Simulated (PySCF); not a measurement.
**CdC (triplet): the SCF solver's settings**

Aim: find out which solver settings change the answer for CdC (triplet).

Method: each script names its method and basis; program: PySCF 2.14.0.

6 further runs of the same task are left out: 2 for a known fault of the program, 4 that didn't finish.

### 1 Where the work starts

CdC (triplet): 2 atoms, charge 0, spin multiplicity 3.

Bond lengths: Cd1–C2 2.426 Å.

### 2 The base run

input.py

```python
from pyscf import gto, scf

mol = gto.M(
    atom='Cd 0 0 0; C 0 0 2.426',
    basis='sbkjc',
    ecp={'Cd': 'sbkjc', 'C': 'sbkjc'},
    charge=0,
    spin=2,
    symmetry=True,
    verbose=4,
)
mf = scf.UHF(mol)
mf = mf.newton()
mf.kernel()
mf.mulliken_pop()
mf.dip_moment()
print('orbital energies (hartree):', [e[max(0, n-3):n+3].round(4) for e, n in zip(mf.mo_energy, mol.nelec)])
```

The run is started by

```console
> python input.py
```

The log of this run is left out.

In short: E(SCF) = -168.276412 Eh, 9 macro-iterations, ⟨S²⟩ = 3.354, μ = 1.90 D.

⟨S²⟩ = 3.35 against 2.00 for a pure state: the determinant is spin-contaminated. The bond length is a typed value, not an optimised one. The triplet is typed in the script; nothing here shows that it is the ground state.

### 3 Damping 0.95

Variant 1 changes damping: none → 0.95.

input.py

```python
from pyscf import gto, scf

mol = gto.M(
    atom='Cd 0 0 0; C 0 0 2.426',
    basis='sbkjc',
    ecp={'Cd': 'sbkjc', 'C': 'sbkjc'},
    charge=0,
    spin=2,
    symmetry=True,
    verbose=4,
)
mf = scf.UHF(mol)
mf.damp = 0.95
mf.diis_start_cycle = 8
mf = mf.newton()
mf.kernel()
mf.mulliken_pop()
mf.dip_moment()
print('orbital energies (hartree):', [e[max(0, n-3):n+3].round(4) for e, n in zip(mf.mo_energy, mol.nelec)])
```

The run is started by

```console
> python input.py
```

### 4 Level shift -0.2 hartree

Variant 2 changes level shift: none → -0.2 hartree.

input.py: that of step 2 with these lines changed.

```diff
@@ -12,2 +12,3 @@
 mf = scf.UHF(mol)
+mf.level_shift = -0.2
 mf = mf.newton()
```

### 5 Convergence threshold 0.001 hartree

Variant 3 changes convergence threshold: default → 0.001 hartree.

input.py: that of step 2 with these lines changed.

```diff
@@ -12,2 +12,3 @@
 mf = scf.UHF(mol)
+mf.conv_tol = 0.001
 mf = mf.newton()
```

Q: Predict the outcome of this session. Wanted: for each run, E(SCF); from base; gap, α spin; SCF dipole.

The runs gave:

```
                                run  E(SCF) (hartree)  from base (eV)   cycles  gap, α spin (eV)  SCF dipole (D)
                               base       -168.276412               0  9 macro            -21.42            1.90
                       damping 0.95       -168.276412          0.0000  9 macro            -21.42            1.90
           level shift -0.2 hartree       -168.276412          0.0000  9 macro            -21.42            1.90
convergence threshold 0.001 hartree       -168.276334  not comparable  8 macro            -21.35            1.84
```

Distance from each run's final energy (log10 hartree) by cycle:

```
                                run  cycle 1  cycle 2  cycle 3  cycle 5  cycle 8  cycle 12
                               base      1.1      0.4     -0.6     -1.8    < -11      done
                       damping 0.95      1.1      0.4     -0.6     -1.8    < -11      done
           level shift -0.2 hartree      1.1      0.4     -0.6     -1.8    < -11      done
convergence threshold 0.001 hartree      1.1      0.4     -0.6     -2.0    < -11      done
```

The SCF energy stays the same, to the digits that matter, with damping 0.95 or level shift -0.2 hartree. The cycles with damping 0.95 or level shift -0.2 hartree repeat those of the base digit for digit, so the setting never acted. Rows marked «poor choice» come from settings spoiled on purpose.
